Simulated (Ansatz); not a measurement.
**CH₉BSiSn: one species, many methods**

An exercise on one series of results from a longer session: the logs are not shown, and one member is left open.

Method: functionals in def2-TZVPP, the program's frozen cores in correlated methods; program: Ansatz 0.2.0, Gaussian basis.

The runs, in order: PBE-D4, r2SCAN-D4, PBE0-D4, B3LYP-D4, ωB97X-V, ωB97M-V, B2PLYP; CCSD(T)/def2-TZVPP; MP2/def2-QZVPP; extrapolation to the limit.

### The relaxed structure

An earlier PBE0-D4 in a triple-zeta def2 set relaxation fixed the geometry. Sn takes the def2 core potential; no spin-orbit term is included.

SMILES `[SiH3]B[CH2][SnH3]`, 13 atoms, charge 0, spin multiplicity 1.

Atoms are counted from 1 here; the program's logs count them from 0.

Bond lengths: Si1–B2 2.017 Å, Si1–H5 1.490 Å, Si1–H6 1.493 Å, Si1–H7 1.494 Å, B2–C3 1.511 Å, B2–H8 1.202 Å, C3–Sn4 2.219 Å, C3–H9 1.090 Å, C3–H10 1.090 Å, Sn4–H11 1.705 Å, Sn4–H12 1.702 Å, Sn4–H13 1.702 Å. Angles: B2–Si1–H5 113.4°, B2–Si1–H6 109.0°, B2–Si1–H7 112.3°, H5–Si1–H6 107.2°, H5–Si1–H7 107.6°, H6–Si1–H7 107.1°, Si1–B2–C3 122.2°, Si1–B2–H8 119.0°, C3–B2–H8 118.7°, B2–C3–Sn4 91.9°, B2–C3–H9 119.9°, B2–C3–H10 120.2°, Sn4–C3–H9 103.0°, Sn4–C3–H10 103.0°, H9–C3–H10 112.5°, C3–Sn4–H11 112.8°, C3–Sn4–H12 106.6°, C3–Sn4–H13 106.3° and more.

Set-up of the first run:

Input file in.yaml:

```yaml
crystal:
  periodic: [false, false, false]
  atoms:
    - {symbol: Si, position_ang: [-0.736413, 1.683459, -0.993767]}
    - {symbol: B, position_ang: [-0.674024, 0.501599, 0.639848]}
    - {symbol: C, position_ang: [0.628645, 0.025979, 1.239488]}
    - {symbol: Sn, position_ang: [0.621619, -1.803988, -0.014915]}
    - {symbol: H, position_ang: [-1.790862, 1.289444, -1.970266]}
    - {symbol: H, position_ang: [-1.029918, 3.084648, -0.568266]}
    - {symbol: H, position_ang: [0.567203, 1.709408, -1.723614]}
    - {symbol: H, position_ang: [-1.706494, 0.113644, 1.118688]}
    - {symbol: H, position_ang: [0.646470, -0.371913, 2.254517]}
    - {symbol: H, position_ang: [1.566877, 0.507346, 0.964059]}
    - {symbol: H, position_ang: [-0.663722, -1.833037, -1.135063]}
    - {symbol: H, position_ang: [0.485018, -3.123567, 1.051922]}
    - {symbol: H, position_ang: [2.105903, -1.817721, -0.847732]}
basis:
  gaussian: {orbitals: def2-TZVPP}
hamiltonian: {xc: pbe, dispersion: d4}
output: {forces: true, orbitals: {seedname: orbitals}}
```

Started as:

```sh
ansatz run in.yaml --threads 4 --pin off --events-out ev --progress --plain --max-ram 10444MiB
```

Among the steps run: PBE-D4 (GGA); r2SCAN-D4 (meta-GGA); PBE0-D4 (hybrid); B3LYP-D4 (hybrid); ωB97X-V (range-separated); ωB97M-V (range-separated); B2PLYP (double hybrid); CCSD(T) in def2-TZVPP; MP2 in def2-QZVPP.

One of the session's tables, all rows but one given; the rest of the session is left out.

| method | atomisation energy (kJ/mol) |
| --- | --- |
| PBE-D4 | 3959.1 |
| r2SCAN-D4 | 3973.4 |
| PBE0-D4 | 3946.4 |
| B3LYP-D4 | ? |
| ωB97X-V | 3993.6 |
| ωB97M-V | 3971.3 |
| B2PLYP | 3908.9 |
| HF/def2-TZVPP | 3010.5 |
| MP2/def2-TZVPP | 3857.0 |
| CCSD/def2-TZVPP | 3849.8 |
| CCSD(T)/def2-TZVPP | 3891.7 |
| MP2/CBS | 3941.4 |
| CCSD(T)/CBS | 3976.1 |

Q: Estimate the row for B3LYP-D4 from the others.

**Answer.** atomisation energy (kJ/mol): 3966.2. In the column «atomisation energy (kJ/mol)» it lies between PBE-D4 (3959.1) and ωB97M-V (3971.3).

Caveats from the session: Free atoms (1 Si, 1 B, 1 C, 1 Sn, 9 H) were run apart at each level; the atomisation energy is their sum less the molecule, without zero-point or spin-orbit terms.
